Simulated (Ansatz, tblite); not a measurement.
# [Al(CCH)4]- (C8H4Al−): a ladder of methods and basis sets

Aim: run the singlet of [Al(CCH)4]- (C8H4Al−) at one geometry on many levels, and compare frontier levels, spin and run time.

Method: as each input shows; program: Ansatz 0.2.0, Gaussian basis.

Plan: GFN1-xTB, GFN2-xTB, PBE-D4/def2-TZVPD, r2SCAN-D4/def2-TZVPD, B97M-V/def2-TZVPD, B3LYP-D4/def2-TZVPD, BLYP-D4/def2-TZVPD, PBE-D4/def2-SVPD, PBE0-D4/def2-SVPD, HF/6-31G, B3LYP-D4/6-31G, CCSD(T)/def2-SVPD, RPA/def2-SVPD.

2 further runs of the same task are left out: 1 that didn't finish, 1 set aside as unsound or not needed. Runs told in other sessions of the task aren't counted.

## 1. The structure

The singlet was relaxed beforehand with PBE-D4/def2-SVPD.

13 atoms, charge -1, spin multiplicity 1.

Bond lengths: Al1–C2 1.980 Å, Al1–C5 1.980 Å, Al1–C8 1.980 Å, Al1–C11 1.980 Å, C2–C3 1.236 Å, C3–H4 1.081 Å, C5–C6 1.236 Å, C6–H7 1.081 Å, C8–C9 1.236 Å, C9–H10 1.081 Å, C11–C12 1.236 Å, C12–H13 1.081 Å. Angles: C2–Al1–C5 109.5°, C2–Al1–C8 109.5°, C2–Al1–C11 109.3°, C5–Al1–C8 109.5°, C5–Al1–C11 109.5°, C8–Al1–C11 109.5°, Al1–C2–C3 179.7°, C2–C3–H4 179.9°, Al1–C5–C6 179.8°, C5–C6–H7 179.9°, Al1–C8–C9 179.8°, C8–C9–H10 179.9°, Al1–C11–C12 179.5°, C11–C12–H13 180.0°.

As a file:

```
atom    x (Å)    y (Å)    z (Å)
 Al1   0.0013   0.0025  -0.0047
  C2  -0.0045  -0.0001   1.9751
  C3  -0.0118  -0.0078   3.2113
  H4  -0.0182  -0.0156   4.2920
  C5   1.8699   0.0034  -0.6596
  C6   3.0375   0.0022  -1.0658
  H7   4.0587   0.0013  -1.4198
  C8  -0.9303   1.6196  -0.6662
  C9  -1.5108   2.6313  -1.0760
 H10  -2.0182   3.5162  -1.4332
 C11  -0.9309  -1.6149  -0.6649
 C12  -1.5158  -2.6266  -1.0680
 H13  -2.0270  -3.5113  -1.4202
```

The ion is computed in the gas phase, without counter-ions or solvent.

PBE0-D4/def2-TZVPD was run before; its log isn't repeated, and its numbers join the tables.

## 2. GFN1-xTB

Tight binding, by tblite at 300 K electronic temperature and without a spin-polarisation term:

```python
tblite.interface.Calculator('GFN1-xTB', numbers, positions, charge=-1, uhf=0).singlepoint()
```

Energy -553.1367 eV, HOMO -7.57 eV, LUMO -1.63 eV; 0.013 s.

## 3. GFN2-xTB

Tight binding, by tblite at 300 K electronic temperature and without a spin-polarisation term:

```python
tblite.interface.Calculator('GFN2-xTB', numbers, positions, charge=-1, uhf=0).singlepoint()
```

Energy -548.1579 eV, HOMO -6.17 eV, LUMO -1.05 eV; 0.007 s.

## 4. PBE-D4/def2-TZVPD

start.molden holds the orbitals of an earlier run on this state, given as this run's starting guess.

Input file in.yaml:

```yaml
crystal:
  periodic: [false, false, false]
  atoms:
    - {symbol: Al, position_ang: [0.001300, 0.002455, -0.004725]}
    - {symbol: C, position_ang: [-0.004496, -0.000110, 1.975121]}
    - {symbol: C, position_ang: [-0.011820, -0.007838, 3.211297]}
    - {symbol: H, position_ang: [-0.018157, -0.015645, 4.292043]}
    - {symbol: C, position_ang: [1.869925, 0.003377, -0.659596]}
    - {symbol: C, position_ang: [3.037497, 0.002249, -1.065839]}
    - {symbol: H, position_ang: [4.058701, 0.001284, -1.419781]}
    - {symbol: C, position_ang: [-0.930311, 1.619600, -0.666246]}
    - {symbol: C, position_ang: [-1.510795, 2.631252, -1.075952]}
    - {symbol: H, position_ang: [-2.018192, 3.516155, -1.433196]}
    - {symbol: C, position_ang: [-0.930855, -1.614855, -0.664903]}
    - {symbol: C, position_ang: [-1.515826, -2.626578, -1.068007]}
    - {symbol: H, position_ang: [-2.026980, -3.511335, -1.420225]}
basis:
  gaussian: {orbitals: def2-TZVPD, initial_orbitals: start.molden}
total_charge: -1
hamiltonian: {xc: pbe, dispersion: d4}
scf: {omitted_lower_state_checks: [starts]}
output: {orbitals: {seedname: orbitals}}
```

Command:

```bash
$ ansatz run in.yaml --threads 4 --pin off --events-out ev --progress --plain --max-ram 4787MiB
```

After this run come: r2SCAN-D4/def2-TZVPD; B97M-V/def2-TZVPD; B3LYP-D4/def2-TZVPD; BLYP-D4/def2-TZVPD; PBE-D4/def2-SVPD; PBE0-D4/def2-SVPD; HF/6-31G; B3LYP-D4/6-31G; CCSD(T)/def2-SVPD; RPA/def2-SVPD.

Q: Predict the results of all the runs planned. Wanted: gap in def2-TZVPD, named functionals, smallest and largest; correlation energy, CCSD(T)/def2-SVPD; PBE0 total energy, smallest basis above largest.

**Answer**, as computed:

| quantity | value |
| --- | --- |
| gap in def2-TZVPD, named functionals, smallest and largest | 5.16 eV (BLYP-D4), 6.92 eV (PBE0-D4) |
| correlation energy, CCSD(T)/def2-SVPD | -33.03 eV |
| PBE0 total energy, smallest basis above largest | 11.21 eV (def2-SVPD, def2-TZVPD) |

In words: Orbital gaps of the named functionals in def2-TZVPD span 5.16 eV (BLYP-D4) to 6.92 eV (PBE0-D4); exact exchange widens it.
